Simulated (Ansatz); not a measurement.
# Eu: the cost of one run

Computed with Ansatz 0.2.0 (DFT PBE, scalar-relativistic, plane waves, PAW, unless a step's input says otherwise).

5 further runs of the same task are left out: 2 that didn't finish, 3 set aside as unsound or not needed.

### Step 1. The structure to begin with

Symmetry: Im-3m, No. 229, cubic system. The conventional cell has a = 4.385 Å, b = 4.385 Å, c = 4.385 Å, α = 90.00°, β = 90.00°, γ = 90.00°. Eu (site symmetry m-3m) is surrounded by 8 Eu at 3.80 Å.

As a file:

```cif
data_structure
_symmetry_space_group_name_H-M 'Im-3m'
_symmetry_Int_Tables_number 229
_cell_length_a 4.3850
_cell_length_b 4.3850
_cell_length_c 4.3850
_cell_angle_alpha 90.000
_cell_angle_beta 90.000
_cell_angle_gamma 90.000
_cell_volume 84.32
loop_
_atom_site_label
_atom_site_type_symbol
_atom_site_symmetry_multiplicity
_atom_site_Wyckoff_symbol
_atom_site_fract_x
_atom_site_fract_y
_atom_site_fract_z
_atom_site_occupancy
Eu1 Eu 2 a 0.00000 0.00000 0.00000 1
```

It is the result of an earlier relaxation at this level (volume 42.16 Å³/atom; gap on the mesh: none (metal), site moments up to 7.0 μB).

### Step 2. Cutting the slab

Miller indices refer to the conventional cell of the relaxed bulk, Im-3m (No. 229): a = 4.385 Å, b = 4.385 Å, c = 4.385 Å, α = 90.00°, β = 90.00°, γ = 90.00°.

A (110) slab, 6.2 Å thick as cut, with 17 Å of vacuum; its outer planes are Eu (top) and Eu (bottom).

The slab as cut. Layers, bottom to top:

| plane | atoms per cell | height over the lowest (Å) |
| --- | --- | --- |
| 1 | Eu | 0.00 |
| 2 | Eu | 3.10 |
| 3 | Eu | 6.20 |

### Step 3. Relaxing the clean slab

File input.yaml:

```yaml
crystal:
  lattice:
    - [3.7975493932, 0.0, 0.0]
    - [-1.2658497977, 3.5803639037, 0.0]
    - [0.0, 0.0, 23.2013721908]
  atoms:
    - { symbol: Eu, position: [0.5, 0.5, 0.3663576417], spin: 7.71 }
    - { symbol: Eu, position: [0.0, 0.0, 0.5], spin: 7.71 }
    - { symbol: Eu, position: [0.5, 0.5, 0.6336423583], spin: 7.71 }
basis:
  ecutwfc: 420
kpoints:
  mp_grid: { grid: [8, 8, 1] }
hamiltonian:
  xc: pbe
scf:
  occupations: { method: gaussian, width: 0.1 }
  lower_state_search: "off"
output:
  forces: true
  eigenvalues: true
  populations: true
  write_density: true
  write_potential: true
  elf: true
  volumetric_format: npy
magnetization:
  spin_polarized: true
relax:
  adjacent_minimum: "off"
  f_tol: 0.03
  max_steps: 70
  constraints: [{ sites: [0] }]
efield:
  axis: 3
  dipole_correction: true
  ramp_width: 0.04
```

Run with:

```bash
> ansatz run input.yaml --threads 4 --pin off --max-ram 10240MiB --backend cpu --events-out ev --progress --plain --runs-dir out
```

Q: Estimate wall time and peak memory on 4 threads of Arm Neoverse V1, shared host.

About 94 s, with a peak of 0.88 GiB.
